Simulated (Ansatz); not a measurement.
# SbH₂− (triplet): the correlation ladder, def2-SVPD

How much of the correlation energy of SbH₂− (triplet) does each wave-function method recover here?

Program: Ansatz 0.2.0, Gaussian basis. Level of theory: def2-SVPD, core rule «outside noble gas», up to 9 orbitals frozen. These are calculated values, not measurements.

To be run: UHF; CCSD(T) on ROHF; CCSD(T) on UHF; BCCD(T) on ROHF; CISD as a restricted active space (open shells left free, so some higher excitations enter); CCSDT(Q) on ROHF; CCSDT(Q) on UHF; CASSCF and MRCISD+Q, 8 electrons in 6 orbitals; CASSCF and NEVPT2, 8 electrons in 6 orbitals.

21 further runs of the same task are left out: 10 that didn't finish, 11 set aside as unsound or not needed. Runs told in other sessions of the task aren't counted.

## 1. The geometry

The geometry is a PBE0/def2-TZVPD stationary point (not a proven minimum). No spin-orbit coupling is included. Elements past krypton take def2 core potentials.

3 atoms, charge -1, spin multiplicity 3.

Atoms are counted from 1 here; the program's logs count them from 0.

Bond lengths: Sb1–H2 2.111 Å, Sb1–H3 2.111 Å. Angles: H2–Sb1–H3 180.0°.

Geometry (Å):

```
Sb    0.0000    0.0000    0.0000
H     0.0000    0.0000   -2.1109
H     0.0000    0.0000    2.1109
```

## 2. UHF

The input, in.yaml:

```yaml
crystal:
  periodic: [false, false, false]
  atoms:
    - {symbol: Sb, position_ang: [0.000000, 0.000000, 0.000000]}
    - {symbol: H, position_ang: [0.000000, 0.000000, -2.110900]}
    - {symbol: H, position_ang: [0.000000, 0.000000, 2.110900]}
basis:
  gaussian: {orbitals: def2-SVPD}
total_charge: -1
magnetization: {spin_polarized: true, initial_magnetization: 2}
hamiltonian: {xc: hf}
output: {orbitals: {seedname: orbitals}}
```

Launch:

```console
$ ansatz run in.yaml --threads 1 --pin off --events-out ev --progress --plain --max-ram 2393MiB
```

The runs that follow: CCSD(T) on ROHF; CCSD(T) on UHF; BCCD(T) on ROHF; CISD as a restricted active space (open shells left free, so some higher excitations enter); CCSDT(Q) on ROHF; CCSDT(Q) on UHF; CASSCF and MRCISD+Q, 8 electrons in 6 orbitals; CASSCF and NEVPT2, 8 electrons in 6 orbitals.

Before running them: what should the planned runs give, taken together? Wanted: UCCSDT(Q) from the RHF energy; RMP2 from UCCSDT(Q); UMP2 from UCCSDT(Q); RCCSD from UCCSDT(Q); RCCSD(T) from UCCSDT(Q); UCCSD(T) from UCCSDT(Q); RCCSDT(Q) from UCCSDT(Q); NEVPT2 valence from UCCSDT(Q); MRCISD+Q valence from UCCSDT(Q).

As calculated:

| quantity | value |
| --- | --- |
| UCCSDT(Q) from the ROHF energy | -3.8249 eV |
| RMP2 from UCCSDT(Q) | +86.0 kJ/mol |
| UMP2 from UCCSDT(Q) | +84.9 kJ/mol |
| RCCSD from UCCSDT(Q) | +14.1 kJ/mol |
| RCCSD(T) from UCCSDT(Q) | +4.1 kJ/mol |
| UCCSD(T) from UCCSDT(Q) | +2.8 kJ/mol |
| RCCSDT(Q) from UCCSDT(Q) | +1.3 kJ/mol |
| NEVPT2 valence from UCCSDT(Q) | +79.3 kJ/mol |
| MRCISD+Q valence from UCCSDT(Q) | -0.9 kJ/mol |
| levels within 1 kcal/mol (43 meV) | RCCSD(T), UCCSD(T), BCCD(T), RCCSDT, UCCSDT, RCCSDT(Q), MRCISD+Q valence |
| T1 diagnostic | 0.023 |
| effectively unpaired electrons | 2.02 |

**Reading.** RCCSD(T) misses by +4.1 kJ/mol, 1.1 % of the correlation energy. One determinant dominates. Of the multireference levels listed MRCISD+Q valence comes nearest in total energy (-0.9 kJ/mol), which doesn't show that its space is the better one. These misses are within one basis, not against nature; the frozen cores of restricted and unrestricted runs differ, which can shift their rows.

With open shells the CI space here admits some higher excitations, so it is larger than plain CISD.
